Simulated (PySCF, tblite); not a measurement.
# C2H11NO3Si3: geometry, infrared bands and NMR shifts

What infrared bands and NMR shifts should C2H11NO3Si3 (`CO[Si@@]1(O)OC[SiH2]N1[SiH3]`) show?

The runs use tblite 0.8.0 and PySCF 2.14.0, with density-fitted response routines of our own; the level of theory stands in each step. All values are computed, except where a source is named. Atoms are numbered from 0 throughout.

### Step 1. The starting structure

20 atoms, charge 0, multiplicity 1; geometry from: force field or distance geometry start.

Bonds of the start (Å): C0–O1 1.37, O1–Si2 1.71, Si2–O3 1.69, Si2–O4 1.70, O4–C5 1.40, C5–Si6 1.88, Si6–N7 1.80, N7–Si8 1.77, N7–Si2 1.80, C0–H9 1.10, C0–H10 1.12, C0–H11 1.10, O3–H12 1.01, C5–H13 1.10, C5–H14 1.12, Si6–H15 1.48, Si6–H16 1.46, Si8–H17 1.47, Si8–H18 1.46, Si8–H19 1.47.

### Step 2. Geometry optimisation with GFN2-xTB

What the job is given:

```
{"job": {"kind": "relax", "xc": "GFN2-xTB", "basis": "xTB"}, "charge": 0, "multiplicity": 1}
C     -2.927900     1.085400    -0.593400
O     -1.629000     1.238600    -1.002900
Si    -0.523500     0.168200    -0.250100
O     -0.459600     0.325000     1.435900
O     -0.803900    -1.474900    -0.591400
C      0.323100    -2.064100    -0.012000
Si     1.700400    -1.242200    -0.999300
N      1.077300     0.445600    -1.027900
Si     2.034500     1.393900     0.124800
H     -2.959500     0.683700     0.434000
H     -3.384100     2.107000    -0.554500
H     -3.436400     0.425200    -1.317500
H     -1.274200    -0.103800     1.851200
H      0.345700    -3.156800    -0.122200
H      0.329000    -1.718600     1.048500
H      2.975200    -1.247100    -0.257200
H      1.816700    -1.811200    -2.340900
H      2.613500     0.474500     1.112300
H      3.062700     2.162700    -0.564900
H      1.114900     2.319600     0.805300
```

On the command line:

```
OMP_NUM_THREADS=1 python probes_run.py task.json out
```

This one command runs all jobs of the session in turn.

**Question.** This job is followed by: GFN2-xTB harmonic vibrations, gas phase; GIAO PBE0/pcSseg-1 NMR shielding, non-relativistic, gas phase. What will the session give for the following? strongest single infrared mode (GFN2-xTB); zero-point energy (GFN2-xTB); 13C shifts against TMS (PBE0/pcSseg-1); 1H shifts against TMS (PBE0/pcSseg-1, means over atoms taken as alike); 17O shifts against H2O (PBE0/pcSseg-1); 29Si shifts against TMS (PBE0/pcSseg-1); 15N shifts against NH3 (PBE0/pcSseg-1).

As calculated:

```
                                                              quantity                                         value
                             strongest single infrared mode (GFN2-xTB)                          960 cm⁻¹, 512 km/mol
                                          zero-point energy (GFN2-xTB)                                 84.0 kcal/mol
                                13C shifts against TMS (PBE0/pcSseg-1)                                54.0, 51.1 ppm
1H shifts against TMS (PBE0/pcSseg-1, means over atoms taken as alike)  4.91, 4.90, 4.89, 4.05, 3.99, 3.99, 1.69 ppm
                                17O shifts against H2O (PBE0/pcSseg-1)                          47.3, 25.2, 23.1 ppm
                               29Si shifts against TMS (PBE0/pcSseg-1)                       -27.5, -52.6, -59.6 ppm
                                15N shifts against NH3 (PBE0/pcSseg-1)                                      15.9 ppm
```

**Reading.** The optimisation took 271 steps and gained 1.967 eV; among the close pairs (by a distance rule), O1–Si2 changed most, from 1.713 to 1.612 Å. All 54 modes are real, so the xTB geometry is a minimum. The strongest single mode, at 960 cm⁻¹, moves mainly N7. GFN2-xTB is a fitted tight-binding method: band positions and strengths are rough. Its intensities can rank the bands wrongly. At PBE0/pcSseg-1: Shielding is most anisotropic at O4 (span 130 ppm, paramagnetic term -89 ppm).
